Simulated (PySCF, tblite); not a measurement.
# C4H10F2Si2: geometry, infrared bands and NMR shifts

What infrared bands and NMR shifts should C4H10F2Si2 (`F/C=C/C[Si@@H](F)C[SiH3]`) show?

The runs use tblite 0.8.0 and PySCF 2.14.0, with density-fitted response routines of our own; the level of theory stands in each step. All values are computed, except where a source is named. Atoms count from 0, in the outputs and in this text.

## Step 1: The molecule as given

18 atoms, charge 0, multiplicity 1; geometry from: force field or distance geometry start.

Bonds of the start (Å): F0–C1 1.36, C1–C2 1.33, C2–C3 1.50, C3–Si4 1.90, Si4–F5 1.68, Si4–C6 1.85, C6–Si7 1.87, C1–H8 1.09, C2–H9 1.07, C3–H10 1.11, C3–H11 1.09, Si4–H12 1.44, C6–H13 1.11, C6–H14 1.10, Si7–H15 1.47, Si7–H16 1.45, Si7–H17 1.47.

## Step 2: Relaxing the molecule with GFN2-xTB

What the job is given:

```
{"job": {"kind": "relax", "xc": "GFN2-xTB", "basis": "xTB"}, "charge": 0, "multiplicity": 1}
F      4.487600     0.470100     0.495600
C      3.197600     0.789100     0.198000
C      2.403300    -0.151900    -0.308500
C      0.989900     0.235700    -0.627700
Si    -0.185900    -0.858100     0.381100
F     -0.365200    -0.192400     1.911200
C     -1.813900    -0.793000    -0.491900
Si    -2.849000     0.494900     0.384000
H      2.785900     1.781000     0.380700
H      2.752700    -1.147000    -0.496200
H      0.724700     0.060000    -1.695500
H      0.745000     1.257200    -0.345000
H      0.415200    -2.165300     0.495600
H     -1.662200    -0.481700    -1.543700
H     -2.339500    -1.763300    -0.518500
H     -2.380900     0.589700     1.777600
H     -2.652500     1.765300    -0.285900
H     -4.261400     0.116200     0.277300
```

Command:

```bash
OMP_NUM_THREADS=1 python probes_run.py task.json out
```

One launch serves the whole session: the jobs run in the order shown.

**Question.** This job is followed by: GFN2-xTB harmonic vibrations, gas phase; GIAO PBE0/pcSseg-1 NMR shielding, non-relativistic, gas phase. What will the session give for the following? strongest single infrared mode (GFN2-xTB); zero-point energy (GFN2-xTB); ¹³C shifts against TMS (PBE0/pcSseg-1); ¹H shifts against TMS (PBE0/pcSseg-1, means over atoms taken as alike); ¹⁹F shifts against CFCl3 (PBE0/pcSseg-1); ²⁹Si shifts against TMS (PBE0/pcSseg-1).

As calculated:

| quantity | value |
| --- | --- |
| strongest single infrared mode (GFN2-xTB) | 798 cm⁻¹, 416 km/mol |
| zero-point energy (GFN2-xTB) | 77.4 kcal/mol |
| ¹³C shifts against TMS (PBE0/pcSseg-1) | 159.2, 111.4, 17.8, -5.5 ppm |
| ¹H shifts against TMS (PBE0/pcSseg-1, means over atoms taken as alike) | 6.86, 5.58, 5.32, 4.06, 1.81, 1.20, 0.31, -0.43 ppm |
| ¹⁹F shifts against CFCl3 (PBE0/pcSseg-1) | -121.9, -206.4 ppm |
| ²⁹Si shifts against TMS (PBE0/pcSseg-1) | 17.9, -77.8 ppm |

Over 132 steps the energy fell by 0.624 eV; of the close pairs, Si4–F5 changed most, 1.678 to 1.617 Å. All 48 modes are real, so the xTB geometry is a minimum. The strongest single mode, at 798 cm⁻¹, is carried by H16, H17, Si7. Unscaled tight-binding wavenumbers are off by several per cent, some by more. Its intensities can rank the bands wrongly.
